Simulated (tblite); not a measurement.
# C4H9OPSi2: the cost of one run

Programs: tblite 0.8.0 and PySCF 2.14.0, with density-fitted response routines of our own. Each step states its level of theory. These are calculated values for one molecule in the gas phase, unless marked as measured. Atoms count from 0, in the outputs and in this text.

### Step 1. The starting structure

17 atoms, charge 0, multiplicity 1; geometry from: force field or distance geometry start.

Bonds of the start (Å): C0–C1 1.51, C1–O2 1.22, C1–C3 1.44, C3–C4 1.20, C4–Si5 1.87, Si5–Si6 2.30, Si5–P7 2.23, C0–H8 1.09, C0–H9 1.10, C0–H10 1.08, Si5–H11 1.49, Si6–H12 1.49, Si6–H13 1.49, Si6–H14 1.49, P7–H15 1.41, P7–H16 1.41.

### Step 2. Geometry optimisation with GFN2-xTB

What the job is given:

```
{"job": {"kind": "relax", "xc": "GFN2-xTB", "basis": "xTB"}, "charge": 0, "multiplicity": 1}
C      3.312800    -1.445300     0.426600
C      2.672300    -0.162500    -0.060700
O      3.319600     0.833200    -0.346700
C      1.232000    -0.153900    -0.160300
C      0.032900    -0.148600    -0.230700
Si    -1.832900    -0.096600    -0.378700
Si    -2.529600     1.897700    -1.295300
P     -2.608700    -0.374300     1.694200
H      3.066000    -2.260600    -0.258300
H      2.940600    -1.680900     1.436800
H      4.388100    -1.326400     0.460300
H     -2.303800    -1.255100    -1.181600
H     -4.020500     1.935200    -1.377600
H     -1.976700     2.072000    -2.666000
H     -2.097900     3.055300    -0.453600
H     -1.808500     0.594200     2.335600
H     -1.792600    -1.471200     2.046200
```

Started as:

```sh
> OMP_NUM_THREADS=1 python probes_run.py task.json out
```

The driver reads the jobs from task.json and runs them one after another.

Q: Estimate the wall time and peak memory of this first job on 1 thread of Arm Neoverse N1, shared host.

About 1.2 s, with a peak of 0.18 GiB.
